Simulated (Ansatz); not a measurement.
Here is an Ansatz 0.2.0 calculation.

The input input.yaml:

```yaml
crystal:
  lattice:
    - [1.488162, -5.402833, 0.0]
    - [1.488162, 5.402833, 0.0]
    - [0.0, 0.0, 3.646612]
  atoms:
    - { symbol: Al, position: [0.668133, 0.331867, 0.75] }
    - { symbol: Al, position: [0.331867, 0.668133, 0.25] }
    - { symbol: O, position: [0.061072, 0.938928, 0.75] }
    - { symbol: O, position: [0.938928, 0.061072, 0.25] }
    - { symbol: O, position: [0.294184, 0.705816, 0.75] }
    - { symbol: O, position: [0.705816, 0.294184, 0.25] }
hamiltonian:
  xc: pbesol
  pseudopotentials: { kind: paw }
kpoints:
  mp_grid: { grid: [9, 9, 7] }
  band_path:
    path:
      - [[0.0, 0.0, 0.0], [0.2689669431, 0.2689669431, 0.0], [0.0, 0.5, 0.0], [0.0, 0.5, 0.5], [0.2689669431, 0.2689669431, 0.5], [0.0, 0.0, 0.5], [0.0, 0.0, 0.0], [-0.5, 0.5, 0.0], [-0.2689669431, 0.7310330569, 0.0], [-0.2689669431, 0.7310330569, 0.5], [-0.5, 0.5, 0.5], [-0.5, 0.5, 0.0]]
      - [[0.0, 0.0, 0.5], [-0.5, 0.5, 0.5]]
    npoints: 14
scf:
  occupations: { method: fermi_dirac, width: 0.05 }
  n_extra_bands: 15
output:
  forces: true
  stress: true
  eigenvalues: true
  fatbands: true
```

Potentials or basis: Ansatz PAW.

Command:

```bash
$ ansatz run input.yaml --threads 2 --pin off --max-ram 5632MiB --backend cpu --events-out ev --progress --plain --runs-dir out
```

Question: Predict the pressure.

Answer: -5.9 GPa.

Question: Predict the band gap on the k mesh.

Answer: None (metal or under the smearing width).

Question: What does it give for the largest force?

Answer: 0.641 eV/Å.

Levels at the corners of the path, in eV from the Fermi level:
```tsv
point	band 12	band 13	band 14	band 15	band 16	band 17	band 18	band 19
Γ	-1.82	-1.31	-0.48	0.05	0.10	5.81	8.33	9.78
X	-2.64	-1.65	-1.01	-0.68	-0.02	9.73	9.92	11.24
S	-2.48	-1.81	-1.09	-0.54	-0.05	9.83	9.96	11.32
R	-2.38	-1.28	-1.28	0.18	0.18	10.09	10.09	11.64
A	-2.37	-1.37	-1.37	0.23	0.23	10.14	10.14	11.65
Z	-1.78	-1.05	-1.05	-0.20	-0.20	8.60	8.60	9.53
Γ	-1.82	-1.31	-0.48	0.05	0.10	5.81	8.33	9.78
Y	-1.57	-1.53	-1.50	-0.47	0.00	7.27	7.53	8.75
X1	-2.64	-1.65	-1.01	-0.68	-0.02	9.73	9.92	11.24
A1	-2.37	-1.37	-1.37	0.23	0.23	10.14	10.14	11.65
T	-2.23	-1.68	-1.68	0.37	0.37	8.78	8.78	9.77
Y	-1.57	-1.53	-1.50	-0.47	0.00	7.27	7.53	8.75
Z	-1.78	-1.05	-1.05	-0.20	-0.20	8.60	8.60	9.53
T	-2.23	-1.68	-1.68	0.37	0.37	8.78	8.78	9.77
```

Caveat: the pressure holds a Pulay correction of +0.9 GPa for the finite cutoff; the PAW data sets come from PBE, with cores solved anew for the run's functional, which leaves a small shift of forces and pressure.
